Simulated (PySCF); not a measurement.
**TaNOH: doublet, from a bent start**

Aim: relax TaNOH as a doublet from a bent start, check by its vibrations whether the end is a minimum, and collect its spectrum and constants.

Computed with PySCF 2.14.0. Level: PBE0, basis Ta def2-TZVP with ECP60, N def2-TZVP, O def2-TZVP, H def2-TZVP, scalar-relativistic core potentials, no spin–orbit coupling, density fitting.

## (1) Starting geometry

4 atoms, charge 0, spin multiplicity 2.

Bond lengths: Ta1–N2 1.860 Å, Ta1–O3 2.090 Å, O3–H4 0.960 Å. Angles: N2–Ta1–O3 110.0°, Ta1–O3–H4 130.0°.

Z-matrix (Å, degrees; charge 0 multiplicity 2):
```
Ta
N  1 1.8600
O  1 2.0900 2 110.00
H  3 0.9600 1 130.00 2 90.00
```

## (2) Finding the electronic state

One driver script runs all steps and calls PySCF; scf.py shows how it sets up the SCF of each step. The optimiser is the driver's own. After this first run the driver tries any further starts and a stability analysis.

Contents of scf.py:

```python
from pyscf import gto, scf, dft
mol = gto.M(atom='''
Ta     0.000000     0.000000     0.000000
N      1.523600     0.000000     1.066900
O     -1.712000     0.000000     1.198800
H     -2.217500     0.735400     1.552700''',
    basis={'Ta': 'def2-TZVP', 'N': 'def2-TZVP', 'O': 'def2-TZVP', 'H': 'def2-TZVP'},
    ecp={'Ta': 'def2-TZVP'},
    charge=0, spin=1)
mf = dft.UKS(mol, xc='PBE0')
mf.grids.atom_grid = (50, 194)
aux = {'Ta': 'def2-universal-JKFIT', 'N': 'def2-universal-JKFIT', 'O': 'def2-universal-JKFIT', 'H': 'def2-universal-JKFIT'}
mf = mf.density_fit(auxbasis=aux)
mf.conv_tol = 1e-08
mf.diis_space = 10
mf.max_cycle = 60
mf.init_guess = 'minao'
mf.verbose = 4
mf.kernel()
```

On the command line:

```sh
> OMP_NUM_THREADS=4 python axn.py task.json out
```

Output:

```text
init E= -168.166244677784
[... the frontier-level lines of each cycle are left out ...]
cycle= 1 E= -187.239724904175  delta_E= -19.1  |g|= 0.635  |ddm|=  4.6
cycle= 2 E= -186.667006020002  delta_E= 0.573  |g|= 1.32  |ddm|= 1.28
cycle= 3 E= -187.25873487908  delta_E= -0.592  |g|= 0.542  |ddm|= 0.948
cycle= 4 E= -187.362826304907  delta_E= -0.104  |g|= 0.319  |ddm|= 0.475
cycle= 5 E= -187.407370451632  delta_E= -0.0445  |g|= 0.0698  |ddm|= 0.184
cycle= 6 E= -187.409627643762  delta_E= -0.00226  |g|= 0.018  |ddm|= 0.0631
cycle= 7 E= -187.409869513549  delta_E= -0.000242  |g|= 0.00647  |ddm|= 0.0173
cycle= 8 E= -187.409997631518  delta_E= -0.000128  |g|= 0.00399  |ddm|= 0.0176
cycle= 9 E= -187.410157478147  delta_E= -0.00016  |g|= 0.0031  |ddm|= 0.0262
cycle= 10 E= -187.410324680105  delta_E= -0.000167  |g|= 0.00216  |ddm|= 0.0392
cycle= 11 E= -187.410387243705  delta_E= -6.26e-05  |g|= 0.00188  |ddm|= 0.0272
cycle= 12 E= -187.410399964754  delta_E= -1.27e-05  |g|= 0.000721  |ddm|= 0.00917
cycle= 13 E= -187.410403667394  delta_E= -3.7e-06  |g|= 0.000322  |ddm|= 0.00555
cycle= 14 E= -187.410404809648  delta_E= -1.14e-06  |g|= 0.000254  |ddm|= 0.00386
cycle= 15 E= -187.410404976198  delta_E= -1.67e-07  |g|= 8.55e-05  |ddm|= 0.000985
cycle= 16 E= -187.410405018997  delta_E= -4.28e-08  |g|= 4.37e-05  |ddm|= 0.000651
cycle= 17 E= -187.410405026552  delta_E= -7.56e-09  |g|= 2.14e-05  |ddm|= 0.000255
Extra cycle  E= -187.410405027539  delta_E= -9.87e-10  |g|= 2.31e-05  |ddm|= 6.79e-05
converged SCF energy = -187.410405027539  <S^2> = 0.83200142  2S+1 = 2.0803859
```

This step, with its further starts and checks, needed 12 s of wall time on 4 threads of Arm Neoverse V2, shared host.

Energies from each starting density:

| start | energy (Eh) |
| --- | --- |
| the minimal-basis guess | -187.410405 |
| a thermally smeared density | -187.410405 |
| a smeared PBE density | -187.410405 |

The test of internal stability and the other starts found no lower solution of this spin.

## (3) Relaxing the doublet from the bent start

The program finds C1 symmetry in the start. Threshold on the gradient: 0.0003 Eh/bohr, with a further test on the energy change.

scf.py, as its differences from that of step 2:

```diff
@@ -3,4 +3,4 @@
-Ta     0.000000     0.000000     0.000000
-N      1.523600     0.000000     1.066900
-O     -1.712000     0.000000     1.198800
-H     -2.217500     0.735400     1.552700''',
+Ta     0.039080    -0.003497    -0.168336
+N      1.562680    -0.003497     0.898564
+O     -1.672920    -0.003497     1.030464
+H     -2.178420     0.731903     1.384364''',
@@ -17 +16,0 @@
-mf.init_guess = 'minao'
```

Steps of the walk:

```csv
step,energy (Eh),change (kJ/mol),largest gradient (Eh/bohr)
0,-187.410405,0.00,0.10974
1,-187.444567,-89.69,0.02123
2,-187.452120,-109.52,0.04072
3,-187.452949,-111.70,0.04953
4,-187.458142,-125.33,0.03731
5,-187.459091,-127.82,0.02936
6,-187.462575,-136.97,0.01218
7,-187.463751,-140.06,0.01231
8,-187.464387,-141.73,0.01275
9,-187.464608,-142.31,0.01272
10,-187.464830,-142.89,0.00338
11,-187.464872,-143.00,0.00095
12,-187.464900,-143.08,0.00102
13,-187.464917,-143.12,0.00031
14,-187.464917,-143.12,0.00003
```

The walk took 27 s.

After 14 steps and 143.1 kJ/mol it ends at Cs: O–H 0.960 Å, Ta–N 1.689 Å, Ta–O 1.894 Å; H–O–Ta 120.4°, N–Ta–O 104.1°.

## (4) Frequencies

The point is checked on the finer grid, and tightened if its gradient asks for it. The Hessian and the dipole derivatives come from central differences of analytic gradients, with steps of 0.02 bohr.

scf.py, as its differences from that of step 3:

```diff
@@ -3,4 +3,4 @@
-Ta     0.039080    -0.003497    -0.168336
-N      1.562680    -0.003497     0.898564
-O     -1.672920    -0.003497     1.030464
-H     -2.178420     0.731903     1.384364''',
+Ta     0.056849    -0.064773    -0.145967
+N      1.208888     0.376100     1.007471
+O     -1.598931     0.357324     0.671681
+H     -1.622817     0.734804     1.554287''',
@@ -11 +11 @@
-mf.grids.atom_grid = (50, 194)
+mf.grids.atom_grid = (75, 302)
@@ -14 +14 @@
-mf.conv_tol = 1e-08
+mf.conv_tol = 1e-10
```

The driver hands on the density of the step before, so the log starts near convergence.

Log of the central SCF (cycles and frontier levels):

```text
init E= -187.464937004868
[... the frontier-level lines of each cycle are left out ...]
cycle= 1 E= -187.464937004834  delta_E= 3.42e-11  |g|= 1.06e-05  |ddm|= 8.78e-06
cycle= 2 E= -187.464937004576  delta_E= 2.58e-10  |g|= 2.71e-05  |ddm|= 1.86e-05
cycle= 3 E= -187.464937004863  delta_E= -2.87e-10  |g|= 6.2e-06  |ddm|= 1.43e-05
cycle= 4 E= -187.464937004879  delta_E= -1.6e-11  |g|= 3.28e-07  |ddm|= 3.47e-06
Extra cycle  E= -187.464937004878  delta_E= 5.68e-13  |g|= 3.06e-07  |ddm|= 6.67e-07
converged SCF energy = -187.464937004878  <S^2> = 0.76345157  2S+1 = 2.0134066
```

The whole step took 52 s.

Geometry: Cs; O–H 0.960 Å, Ta–N 1.689 Å, Ta–O 1.894 Å; H–O–Ta 120.4°, N–Ta–O 104.1°.

Harmonic modes (main isotopes):

| symmetry | ω (cm⁻¹) | IR (km/mol) | μ (u) |
| --- | --- | --- | --- |
| a' | 286 | 26.2 | 6.07 |
| a'' | 588 | 99.8 | 1.14 |
| a' | 693 | 231 | 3.82 |
| a' | 726 | 5.5 | 1.47 |
| a' | 1088 | 91.4 | 14.89 |
| a' | 3898 | 169 | 1.07 |

No imaginary mode, so this is a minimum.

Constants and moments:

| Quantity | Value |
| --- | --- |
| Dipole moment | 3.66 D |
| Highest occupied level | -5.97 eV |
| Lowest empty level | -2.87 eV |
| Rotational constants | 0.5275, 0.2567, 0.1726 cm⁻¹ |
| Zero-point energy | 43.5 kJ/mol |
| Principal polarisabilities | 59.5, 70.2, 74.9 bohr³ |
| Atomisation energy without zero-point energy | 1520 kJ/mol |
| Principal traceless quadrupole moments about the centre of mass | -12.78, 1.79, 10.99 D Å |
| Entropy at 298.15 K and 1 bar (electronic part: spin only) | 291.8 J/(mol K) |
| Heat capacity Cp at 298.15 K | 52.8 J/(mol K) |
| Enthalpy at 298.15 K above 0 K | 12.14 kJ/mol |
| Rotational symmetry number | 1 |
| Spin squared ⟨S²⟩ | 0.763 |

Charges (e) and bond orders:

| atom | Mulliken | Löwdin | polar tensor | spin (Mulliken) | Mayer order to Ta1 |
| --- | --- | --- | --- | --- | --- |
| Ta1 | 0.73 | 0.49 | 1.22 | 1.20 | – |
| N2 | -0.48 | -0.38 | -0.74 | -0.16 | 3.01 |
| O3 | -0.61 | -0.27 | -0.79 | -0.04 | 1.19 |
| H4 | 0.35 | 0.17 | 0.31 | 0.00 | 0.02 |

Mulliken populations on Ta1 (outside its core potential): s 2.77, p 6.27, d 3.15, f 0.08.

## (5) Summary of results

| quantity | value |
| --- | --- |
| minimum | doublet, Cs |
| geometry | O–H 0.960 Å, Ta–N 1.689 Å, Ta–O 1.894 Å; H–O–Ta 120.4°, N–Ta–O 104.1° |
| wavenumbers (cm⁻¹) | 286 (a'), 588 (a''), 693 (a'), 726 (a'), 1088 (a'), 3898 (a') |
| dipole moment | 3.66 D |
| highest occupied, lowest empty level (either spin) | -5.97, -2.87 eV |
| polar-tensor charge of Ta1 | +1.22 e |
| zero-point energy | 43.5 kJ/mol |
| entropy at 298.15 K | 291.8 J/(mol K) |
| atomisation energy (no zero-point energy) | 1520 kJ/mol |
| ⟨S²⟩ | 0.763 |

What this shows: The bent start (C1) ends in a minimum of Cs symmetry. In the infrared the band at 693 cm⁻¹ (a') leads. Most of the spin sits on Ta1 (Mulliken spin 1.20, against 1 for the whole molecule). Other starts or spin states, not run here, may lie lower. One determinant may miss the lowest occupation of an open d or f shell. Spin–orbit coupling, left out here, can matter for elements this heavy.

The search up to here took 91 s.
